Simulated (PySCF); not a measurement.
**One shape, several levels: HfCl4 (hafnium tetrachloride)**

Aim: a comparison of 5 runs (HF/def2-SVP, PBE0/def2-SVP, BP86/def2-TZVP, MP2/def2-SVPD, MP2/def2-TZVP) of HfCl4 (hafnium tetrachloride). The job is set up through a Python script.

The calculation is run with PySCF 2.14.0.

### Step 1. The structure to begin with

HfCl4: 5 atoms, total charge 0, spin state singlet. SMILES: `[Cl][Hf]([Cl])([Cl])[Cl]`. The coordinates come from a PBE0-D4/def2-TZVP relaxation.

Bond lengths: Cl1–Hf2 2.318 Å, Hf2–Cl3 2.318 Å, Hf2–Cl4 2.318 Å, Hf2–Cl5 2.318 Å. Angles: Cl1–Hf2–Cl3 109.5°, Cl1–Hf2–Cl4 109.5°, Cl1–Hf2–Cl5 109.5°, Cl3–Hf2–Cl4 109.5°, Cl3–Hf2–Cl5 109.5°, Cl4–Hf2–Cl5 109.5°.

### Step 2. Energy and gradient at HF/def2-SVP (core potential) (run 1)

Contents of input.py:

```python
# [Cl][Hf]([Cl])([Cl])[Cl]
import pyscf.grad
from pyscf import gto, scf

system = gto.Mole()
system.atom = [
    ('Cl', (-0.049920, -0.218520, 2.307050)),
    ('Hf', (0.000120, -0.000030, 0.000030)),
    ('Cl', (1.506260, -1.521760, -0.888040)),
    ('Cl', (-2.112190, -0.411630, -0.860750)),
    ('Cl', (0.655730, 2.151940, -0.558290)),
]
system.charge = 0
system.basis = 'def2-svp'
system.max_memory = 1860
system.ecp = {'Hf': 'def2-svp'}
system.verbose = 3
system.build()

calc0 = scf.RHF(system)
calc0.conv_tol = 1e-10
calc0.kernel()
if not calc0.converged:
    calc0 = calc0.newton().run(calc0.mo_coeff, calc0.mo_occ)

e_tot = calc0.e_tot
print('E = %.10f Eh' % e_tot)
grad = calc0.Gradients().kernel()
dip = calc0.dip_moment()
pop, q = calc0.mulliken_pop()
```

Run with:

```
$ OMP_NUM_THREADS=1 python input.py
```

The log of the run:

```text
converged SCF energy = -1885.23686558839
[... 9 lines left out ...]
Dipole moment(X, Y, Z, Debye):  0.00049, -0.00011,  0.00016
[... 110 lines left out ...]
charge of    4Cl =     -0.32271
```

Run time: 13 s. Hardware: 1 thread of Arm Neoverse V1, shared host; peak memory 0.23 GiB.

### Step 3. Energy and forces at PBE0/def2-SVP (core potential) (run 2)

Contents of run.py:

```python
import pyscf.grad
from pyscf import gto, dft

mol = gto.M(
    atom='''
Cl    -0.094335    -0.412943     4.359693
Hf     0.000227    -0.000057     0.000057
Cl     2.846419    -2.875710    -1.678152
Cl    -3.991461    -0.777868    -1.626582
Cl     1.239150     4.066577    -1.055015
''',
    unit='bohr',
    charge=0,
    ecp={'Hf': 'def2-svp'},
    verbose=4,
    basis='def2-svp',
    max_memory=1860,
)

mf = dft.RKS(mol, xc='pbe0')
mf.conv_tol = 1e-10
mf.grids.level = 5
mf.kernel()
if not mf.converged:
    mf = mf.newton().run(mf.mo_coeff, mf.mo_occ)

etot = mf.e_tot
print('E = %.10f Eh' % etot)
grad = mf.Gradients().kernel()
mf.analyze()
```

Run with:

```
$ OMP_NUM_THREADS=1 python run.py
```

The log of the run:

```text
PySCF version 2.14.0

[... 101 lines left out ...]
MO #9   energy= -7.2900291791394   occ= 2
[... 18 lines left out ...]
MO #28  energy= -0.846764864287777 occ= 2
[... 18 lines left out ...]
MO #47  energy= 0.048047526374634  occ= 0
[... 18 lines left out ...]
MO #66  energy= 0.649321188729547  occ= 0
[... 18 lines left out ...]
MO #85  energy= 0.884933776478115  occ= 0
[... 18 lines left out ...]
MO #104 energy= 706.829501210777   occ= 0
[... 112 lines left out ...]
Dipole moment(X, Y, Z, Debye):  0.00021, -0.00004,  0.00010
```

Run time: 36 s. Hardware: 1 thread of Arm Neoverse V1, shared host; peak memory 1 GiB.

Runs 3 to 4 aren't shown in full; the table further down has their settings and results.

### Step 4. Energy and gradient at MP2/def2-TZVP (core potential) (run 5)

Contents of mol.xyz:

```xyz
5

Cl    -0.049920    -0.218520     2.307050
Hf     0.000120    -0.000030     0.000030
Cl     1.506260    -1.521760    -0.888040
Cl    -2.112190    -0.411630    -0.860750
Cl     0.655730     2.151940    -0.558290
```

Contents of job.py:

```python
# [Cl][Hf]([Cl])([Cl])[Cl]
import pyscf.grad
from pyscf import gto, scf, mp

molecule = gto.M(
    atom='mol.xyz',
    spin=0,
    basis='def2-tzvp',
    charge=0,
    max_memory=1860,
    ecp={'Hf': 'def2-svp'},
    verbose=4,
)

mf = scf.RHF(molecule)
mf.conv_tol = 1e-10
mf.kernel()
if not mf.converged:
    mf = mf.newton().run(mf.mo_coeff, mf.mo_occ)

pt = mp.MP2(mf, frozen=20).run()
energy = pt.e_tot
print(f'total energy: {energy:.8f} hartree')
grad = pt.Gradients().kernel()
mf.analyze()
```

Run with:

```
$ OMP_NUM_THREADS=1 python job.py
```

The log of the run:

```text
PySCF version 2.14.0

[... 108 lines left out ...]
MO #23  energy= -1.68645374539316  occ= 2
[... 32 lines left out ...]
MO #56  energy= 0.413593357361964  occ= 0
[... 32 lines left out ...]
MO #89  energy= 0.982742068534756  occ= 0
[... 32 lines left out ...]
MO #122 energy= 2.20160485293383   occ= 0
[... 32 lines left out ...]
MO #155 energy= 2.61902860752919   occ= 0
[... 32 lines left out ...]
MO #188 energy= 742.561711531627   occ= 0
[... 196 lines left out ...]
Dipole moment(X, Y, Z, Debye):  0.00037, -0.00008,  0.00014
```

It took 2.8 min on 1 thread of Arm Neoverse V1, shared host; peak memory 2.7 GiB.

### Step 5. Overview of the runs

```tsv
run	level	integration grid	frozen core orbitals	energy (Eh)	dipole moment (D) of the reference	HOMO energy (eV)	LUMO energy (eV)	wall time
1	HF/def2-SVP (core potential)	–	–	-1885.236866	0.00	-13.05	1.55	13 s
2	PBE0/def2-SVP (core potential)	5	–	-1887.951967	0.00	-9.75	-2.16	36 s
3	BP86/def2-TZVP (core potential)	5	–	-1889.466822	0.00	-8.43	-3.08	1.9 min
4	MP2/def2-SVPD (core potential)	–	20	-1886.062214	0.00	-13.07	1.18	60 s
5	MP2/def2-TZVP (core potential)	–	20	-1886.896799	0.00	-12.98	1.61	2.8 min
```

### Step 6. What came out

```
                                           quantity           value
                                run 5: total energy  -1886.89680 Eh
        run 5: dipole moment (Hartree–Fock density)          0.00 D
         run 5: HOMO energy (Hartree–Fock orbitals)       -12.98 eV
         run 5: LUMO energy (Hartree–Fock orbitals)         1.61 eV
       run 5: HOMO–LUMO gap (Hartree–Fock orbitals)        14.59 eV
run 5: correlation energy (20 core orbitals frozen)     -1018.2 mEh
                    run 5: largest force on an atom      0.117 eV/Å
```

What this shows: Over runs 1, 2, 3 the HOMO–LUMO gap runs from 5.36 eV (BP86/def2-TZVP) to 14.60 eV (HF/def2-SVP). The two ends differ in method and basis. Totals of different functionals can't be ranked against each other. All runs together took 6.6 min, the longest 2.8 min.
